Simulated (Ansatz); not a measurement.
# B2FH3O: ionisation energy by level of theory

An exercise on one series of results from a longer session: the logs are not shown, and one member is left open.

Program: Ansatz 0.2.0, Gaussian basis. Level of theory: unrestricted cation, the program's frozen cores in correlated methods. These are calculated values, not measurements.

Plan: UKS PBE-D4/def2-TZVPP; UKS r2SCAN-D4/def2-TZVPP; UKS PBE0-D4/def2-TZVPP; UKS B3LYP-D4/def2-TZVPP; UKS wB97X-V/def2-TZVPP; UKS wB97M-V/def2-TZVPP; UKS B2PLYP/def2-TZVPP; UHF-CCSD(T)/def2-TZVPP; UHF-MP2/def2-QZVPP; extrapolation to the limit; then −ε(HOMO) from the neutral's earlier runs with LDA (SPW92), PBE-D4, revPBE-D4, BLYP-D4, r2SCAN-D4, B97M-V, PBE0-D4, B3LYP-D4, r2SCANh-D4, r2SCAN0-D4, HSE06-D4, BHLYP-D4, CAM-B3LYP-D4, LC-ωPBE, ωB97X-V, ωB97M-V.

**The relaxed structure**

An earlier PBE0-D4 in a triple-zeta def2 set relaxation fixed the geometry.

SMILES `BOBF`, 7 atoms, charge 0, spin multiplicity 1.

Atoms are counted from 1 here; the program's logs count them from 0.

Bond lengths: B1–O2 1.363 Å, B1–H5 1.199 Å, B1–H6 1.195 Å, O2–B3 1.363 Å, B3–F4 1.316 Å, B3–H7 1.195 Å. Angles: O2–B1–H5 119.9°, O2–B1–H6 117.3°, H5–B1–H6 122.8°, B1–O2–B3 124.8°, O2–B3–F4 117.3°, O2–B3–H7 122.9°, F4–B3–H7 119.8°.

Set-up of the first run:

The input, in.yaml:

```yaml
crystal:
  periodic: [false, false, false]
  atoms:
    - {symbol: B, position_ang: [-0.716507, 0.982876, -0.080850]}
    - {symbol: O, position_ang: [-0.401962, -0.213351, 0.491441]}
    - {symbol: B, position_ang: [0.654924, -0.993556, 0.129913]}
    - {symbol: F, position_ang: [0.821536, -2.125022, 0.781983]}
    - {symbol: H, position_ang: [-0.039314, 1.415332, -0.970872]}
    - {symbol: H, position_ang: [-1.674933, 1.557712, 0.341275]}
    - {symbol: H, position_ang: [1.417556, -0.691992, -0.738688]}
basis:
  gaussian: {orbitals: def2-TZVPP}
total_charge: 1
magnetization: {spin_polarized: true, initial_magnetization: 1}
hamiltonian: {xc: pbe, dispersion: d4}
```

Started as:

```sh
$ ansatz run in.yaml --threads 2 --pin off --events-out ev --progress --plain --max-ram 4352MiB
```

Among the steps run: Cation, UKS PBE-D4/def2-TZVPP; Cation, UKS r2SCAN-D4/def2-TZVPP; Cation, UKS PBE0-D4/def2-TZVPP; Cation, UKS B3LYP-D4/def2-TZVPP; Cation, UKS wB97X-V/def2-TZVPP; Cation, UKS wB97M-V/def2-TZVPP; Cation, UKS B2PLYP (frozen core)/def2-TZVPP; Cation, UHF-CCSD(T)/def2-TZVPP; Cation, UHF-MP2/def2-QZVPP.

One of the session's tables, all rows but one given; the rest of the session is left out.

Orbital estimates, from the neutral's runs:

```
  functional  −ε(HOMO) (eV)
 LDA (SPW92)              ?
      PBE-D4           7.54
   revPBE-D4           7.50
     BLYP-D4           7.49
   r2SCAN-D4           7.87
      B97M-V           7.99
     PBE0-D4           9.06
    B3LYP-D4           8.87
  r2SCANh-D4           8.44
  r2SCAN0-D4           9.28
    HSE06-D4           8.65
    BHLYP-D4          10.57
CAM-B3LYP-D4          10.57
     LC-ωPBE          11.91
     ωB97X-V          11.57
     ωB97M-V          11.44
```

**Question.** Estimate the row for LDA (SPW92).

As computed: −ε(HOMO) (eV): 7.61. In the column «−ε(HOMO) (eV)» it lies between PBE-D4 (7.54) and r2SCAN-D4 (7.87).
